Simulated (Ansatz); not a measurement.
Predict the output of the script below (Ansatz 0.2.0, Python API).

`energy_alfh5nsi2.py`
```python
"""Single point of AlFH5NSi2."""

from pathlib import Path

import ansatz


def main() -> None:
    geometry_ang = [
        ("N", (-1.8489, -0.0952, -0.6453)),
        ("Si", (-0.2699, -0.7797, -0.5383)),
        ("Al", (0.5861, -0.7344, 1.6594)),
        ("Si", (1.3717, 0.7225, -0.1)),
        ("F", (0.7059, 2.2742, 0.0501)),
        ("H", (-1.948, 0.4355, -1.5896)),
        ("H", (-1.9255, 0.706, 0.0674)),
        ("H", (0.0792, -1.8604, -1.4694)),
        ("H", (0.6946, -1.2443, 3.2218)),
        ("H", (2.6378, 0.5247, -0.653)),
    ]
    molecule = ansatz.Crystal.molecule()
    for symbol, xyz in geometry_ang:
        molecule = molecule.atom(symbol, xyz)

    base = molecule.calculation()
    base = base.basis(gaussian="6-31G*")
    base = base.correlation("MP2")
    base = base.orbitals()
    outcome = base.run(threads=1, runs_dir="alfh5nsi2_runs")
    r = outcome.report

    for key in ("converged", "free_energy_ev", "reference_energy_ev", "n_frozen", "n_occupied", "n_virtual"):
        print(f"{key:22s} {r[key]}")

    parts = r["correlation"]
    for name in ("random_phase", "coupled_cluster", "perturbative"):
        if name in parts:
            print(f"{name:16s} {parts[name]['energy']['hartree']:12.7f} Ha")
    if "second_order" in parts:
        pair = parts["second_order"]
        print(f"MP2 same spin {pair['same_spin']['hartree']:.7f} Ha, opposite spin {pair['opposite_spin']['hartree']:.7f} Ha")

    field = r["mean_field"]
    print("<S^2> =", round(abs(field["state"]["spin_squared"]), 4), " relativity:", field["relativity"])
    print("passes:", field["passes"])
    if "symmetry" in field:
        print("occupied orbitals by irrep:", field["symmetry"]["occupied"])

    lines = Path(r["orbitals_path"]).read_text().splitlines()
    field_of = lambda key: [line.split("=")[1].strip() for line in lines if line.startswith(key)]
    orbitals = [(27.211386 * float(e), s, float(n)) for e, s, n in zip(field_of("Ene="), field_of("Spin="), field_of("Occup="))]
    homo = max(e for e, _, n in orbitals if n > 0.5)
    lumo = min(e for e, _, n in orbitals if n < 0.5)
    print(f"HOMO {homo:.3f} eV, LUMO {lumo:.3f} eV, gap {lumo - homo:.3f} eV")


if __name__ == "__main__":
    main()
```

```console
$ python energy_alfh5nsi2.py
converged              True
free_energy_ev         -26587.01858047591
reference_energy_ev    -26572.033362719354
n_frozen               17
n_occupied             [14, 14]
n_virtual              [66, 66]
MP2 same spin -0.1341214 Ha, opposite spin -0.4165752 Ha
<S^2> = 0.0  relativity: none
passes: {'evaluations': 13, 'products': 42}
occupied orbitals by irrep: [{'A': 31}, {'A': 31}]
HOMO -7.952 eV, LUMO 0.216 eV, gap 8.167 eV
```

Total energies depend on the basis set; only differences at equal settings carry meaning. The geometry is a force-field or estimated start, not a minimum of this method, and the basis set is short of its limit. Levels such as HOMO and LUMO are orbital energies: in Hartree-Fock the gap is too wide and the LUMO hangs on the basis. S² is that of the Hartree-Fock reference. It ran for 3.7 s on 1 thread of Arm Neoverse N1, with other jobs on the host, peak memory 0.23 GiB.

(A comment or docstring line of the script was reworded after the run, the code is as it ran; lines on the test bed's own set-up are left out of the output.)
